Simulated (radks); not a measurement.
# Cr³⁺ in [Ar] 3d3: an all-electron calculation

An exercise on one series of results from a longer session: the logs are not shown, and one member is left open.

The numbers are computed with radks (a radial shooting solver on a logarithmic mesh, Libxc functionals) version 1 (Dirac Kohn-Sham, AM05, spin-unpolarised, spherical densities, finite nucleus; open shells fill j = l - 1/2 first), except any that are marked as measured or tabulated.

### What is computed

* element: chromium (Z = 24)
* charge: +3
* electrons: 21
* configuration: [Ar] 3d3
* nuclear rms radius: 3.6452 fm

Set-up of the first run:

Input:

```text
Z 24
configuration [Ar] 3d3 4s0 4p0
relativity Dirac
functional am05,am05
spin unpolarised
j_filling energy
nucleus finite rms 3.6452 fm
c 137.035999084
```

Steps of the session up to this table: Self-consistent calculation.

One of the session's tables, all rows but one given; the rest of the session is left out.

It belongs to the step «Radial structure». From the orbitals of this run (lengths in bohr):

| level | <r> | outermost maximum (interpolated) | 90 % within | nodes |
| --- | --- | --- | --- | --- |
| 1s1/2 | 0.06365 | 0.0417 | 0.114 | 0 |
| 2s1/2 | 0.2935 | 0.244 | 0.456 | 1 |
| 2p1/2 | 0.2582 | 0.196 | 0.424 | 0 |
| 2p3/2 | 0.2611 | 0.199 | 0.428 | 0 |
| 3s1/2 | 0.8893 | 0.774 | 1.33 | 2 |
| 3p1/2 | 0.9335 | 0.787 | 1.43 | 1 |
| 3p3/2 | 0.9415 | 0.793 | 1.44 | 1 |
| 3d3/2 | 1.102 | 0.790 | 1.84 | 0 |
| 3d5/2 | ? | ? | ? | ? |
| 4s1/2 | 2.424 | 2.18 | 3.52 | 3 |
| 4p1/2 | 2.761 | 2.47 | 4.03 | 2 |
| 4p3/2 | 2.778 | 2.48 | 4.06 | 2 |

Q: Estimate the row for 3d5/2 from the others.

**Answer.** <r>: 1.105; outermost maximum (interpolated): 0.792; 90 % within: 1.84; nodes: 0. In the column «<r>» it lies between 3d3/2 (1.102) and 4s1/2 (2.424).

Caveats from the session: Spin polarisation and multiplet splitting are left out.
